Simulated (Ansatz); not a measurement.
What does this script print? It uses the Ansatz DFT code, driven from Python.

Script `c2h4fsb_bde.py`:
```python
import ansatz as az
from ase import Atoms

BASIS = 'def2-SVP'
FUNCTIONAL = 'HF'


def energy(molecule, charge=0, unpaired=0):
    calc = molecule.calculation().basis(gaussian=BASIS).functional(FUNCTIONAL)
    if charge:
        calc = calc.charge(charge)
    if unpaired:
        calc = calc.spin('collinear', total=unpaired)
    report = calc.run(threads=1, backend='cpu').report
    if report['published_state_doubts']:
        print('  doubts:', report['published_state_doubts'])
    return report['free_energy_ev']

def without(molecule, index):
    rest = az.Crystal.molecule()
    for i, site in enumerate(molecule.cartesian_sites):
        if i != index:
            rest = rest.atom(site.symbol, site.position_ang)
    return rest


def main() -> None:
    atoms = Atoms(['C', 'C', 'Sb', 'F', 'H', 'H', 'H', 'H'], positions=[
        [0.4815, 1.3194, 0.1329],
        [-0.3975, 0.3248, 0.2388],
        [-0.3477, -1.2909, -1.1721],
        [-1.3369, -2.4438, 0.0365],
        [1.1595, 1.3933, -0.7033],
        [0.3878, 2.1978, 0.8317],
        [-1.0891, 0.2991, 1.053],
        [1.2345, -1.8568, -0.4733],
    ])
    system = az.Crystal.molecule_from_ase(atoms)

    whole = energy(system, 0)
    hydrogen = energy(az.Crystal.molecule().atom('H', (0, 0, 0)), 0, 1)
    print(f'E(molecule) = {whole:.5f} eV, E(H) = {hydrogen:.5f} eV')
    for index in [5, 6, 7]:
        radical = energy(without(system, index), 0, 1)
        print(f'H{index}: homolysis {23.060548 * (radical + hydrogen - whole):.1f} kcal/mol')


if __name__ == '__main__':
    main()
```

```console
$ python c2h4fsb_bde.py
E(molecule) = -11335.66508 eV, E(H) = -13.58606 eV
H5: homolysis 88.2 kcal/mol
H6: homolysis 88.5 kcal/mol
H7: homolysis 40.9 kcal/mol
```

Caveats:
- Total energies depend on the basis set; only differences at equal settings carry meaning.
- The geometry is a force-field or estimated start, not a minimum of this method, and the basis set is short of its limit. All parts are taken at fixed geometry, without zero-point energy.
- def2 sets replace the cores of elements past krypton by effective core potentials.
- The expectation value of S² is noticeably off S(S+1) in at least one run, so that state is spin-contaminated.
- Hartree-Fock leaves correlation out, so bond, atomisation and ionisation energies come out well too low.
- The spin-orbit lowering of heavy atoms is left out.
- Timing: 20 s on 1 thread of Arm Neoverse N1 (shared host), peak memory 0.29 GiB.
